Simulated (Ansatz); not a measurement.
**TiH₃+ (triplet): from Hartree-Fock to the top rungs, def2-QZVPP**

An exercise on one series of results from a longer session: the logs are not shown, and one member is left open.

Program: Ansatz 0.2.0, Gaussian basis. Level of theory: def2-QZVPP, core rule «outside noble gas», up to 9 orbitals frozen. These are calculated values, not measurements.

To be run: UHF; ROHF; CCSD(T) on UHF.

2 further runs of the same task are left out: 2 set aside as unsound or not needed.

## The geometry

The geometry is a PBE0/def2-TZVP stationary point (not a proven minimum) of the parent state, kept for this charge and spin.

4 atoms, charge 1, spin multiplicity 3.

Atoms are counted from 1 here; the program's logs count them from 0.

Bond lengths: Ti1–H2 1.731 Å, Ti1–H3 1.731 Å, Ti1–H4 1.731 Å. Angles: H2–Ti1–H3 120.0°, H2–Ti1–H4 120.0°, H3–Ti1–H4 120.0°.

The first run:

in.yaml

```yaml
crystal:
  periodic: [false, false, false]
  atoms:
    - {symbol: Ti, position_ang: [0.000000, 0.000000, 0.000000]}
    - {symbol: H, position_ang: [1.731170, 0.013694, 0.006467]}
    - {symbol: H, position_ang: [-0.877440, 1.492400, -0.004533]}
    - {symbol: H, position_ang: [-0.853730, -1.506094, -0.001933]}
basis:
  gaussian: {orbitals: "def2-QZVPP.json"}
total_charge: 1
magnetization: {spin_polarized: true, initial_magnetization: 2}
hamiltonian: {xc: hf}
output: {orbitals: {seedname: orbitals}}
```

Run with:

```console
$ ansatz run in.yaml --threads 1 --pin off --events-out ev --progress --plain --max-ram 4096MiB --backend cpu
```

Among the steps run: UHF; ROHF; CCSD(T) on UHF.

One table of the session follows, with a row left open; its other results are not shown here.

| method | from UCCSD(T) (meV) |
| --- | --- |
| ROHF | ? |
| UHF | +3250.9 |
| UMP2 | +859.3 |
| UCCSD | +146.5 |
| UCCSD(T) | 0 |

Q: Estimate the row for ROHF from the others.

The run gave: from UCCSD(T) (meV): +3412.7. In the column «from UCCSD(T) (meV)» it is the highest.
